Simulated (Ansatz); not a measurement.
I need a single point in a Gaussian basis of CH6FNOSi, SMILES N[SiH2]OCF. Use Ansatz 0.2.0, Python API. Settings: PBE0, def2-TZVP basis, multiplicity 1.

```yaml
atoms:
  - { symbol: N, position_ang: [-0.4675, -0.0980, 2.1589] }
  - { symbol: Si, position_ang: [-0.4880, -0.5783, 0.5376] }
  - { symbol: O, position_ang: [0.2646, 0.6443, -0.2689] }
  - { symbol: C, position_ang: [0.7567, 0.4112, -1.5971] }
  - { symbol: F, position_ang: [-0.4360, 0.2733, -2.3676] }
  - { symbol: H, position_ang: [0.4310, 0.2140, 2.4131] }
  - { symbol: H, position_ang: [-1.0179, 0.8166, 2.1828] }
  - { symbol: H, position_ang: [0.3540, -1.7966, 0.4652] }
  - { symbol: H, position_ang: [-1.8707, -0.7086, 0.1157] }
  - { symbol: H, position_ang: [1.2489, 1.2639, -1.9373] }
  - { symbol: H, position_ang: [1.2900, -0.4987, -1.6817] }
```

The script, `ch6fnosi_energy.py`:
```python
# -*- coding: utf-8 -*-
import logging
import sys

import ansatz as az
from ase import Atoms

logging.basicConfig(stream=sys.stdout, format='%(levelname)s %(message)s')
logger = logging.getLogger('ansatz_job')
logger.setLevel(logging.INFO)


def main():
    atoms = Atoms(['N', 'Si', 'O', 'C', 'F', 'H', 'H', 'H', 'H', 'H', 'H'], positions=[
        [-0.4675, -0.098, 2.1589],
        [-0.488, -0.5783, 0.5376],
        [0.2646, 0.6443, -0.2689],
        [0.7567, 0.4112, -1.5971],
        [-0.436, 0.2733, -2.3676],
        [0.431, 0.214, 2.4131],
        [-1.0179, 0.8166, 2.1828],
        [0.354, -1.7966, 0.4652],
        [-1.8707, -0.7086, 0.1157],
        [1.2489, 1.2639, -1.9373],
        [1.29, -0.4987, -1.6817],
    ])
    ch6fnosi = az.Crystal.molecule_from_ase(atoms)

    setup = ch6fnosi.calculation()
    setup = setup.basis(gaussian='def2-TZVP')
    setup = setup.functional('pbe0')
    data = setup.session().plan(threads=1).execute().report

    logger.info(f'E = {data["free_energy_ev"]:.6f} eV = {data["free_energy_ev"] / 27.211386246:.7f} Ha')
    print('converged:', data['converged'], ' doubts:', data['published_state_doubts'] or 'none')

    state = data['mean_field']['state']
    logger.info(f'mean field: {state["energy"]["hartree"]:.7f} Ha, <S^2> = {abs(state["spin_squared"]):.4f}, stability: {state.get("stability", {}).get("kind")}')


if __name__ == '__main__':
    main()
```

```console
$ python ch6fnosi_energy.py
INFO E = -15259.818259 eV = -560.7879776 Ha
converged: True  doubts: none
INFO mean field: -560.7879776 Ha, <S^2> = 0.0000, stability: minimum
```

Caveats:
- Total energies depend on the basis set; only differences at equal settings carry meaning.
- The geometry is a force-field or estimated start, not a minimum of this method, and the basis set is short of its limit.
- Timing: 12 s on 1 thread of Arm Neoverse N1 (shared host), peak memory 0.4 GiB.
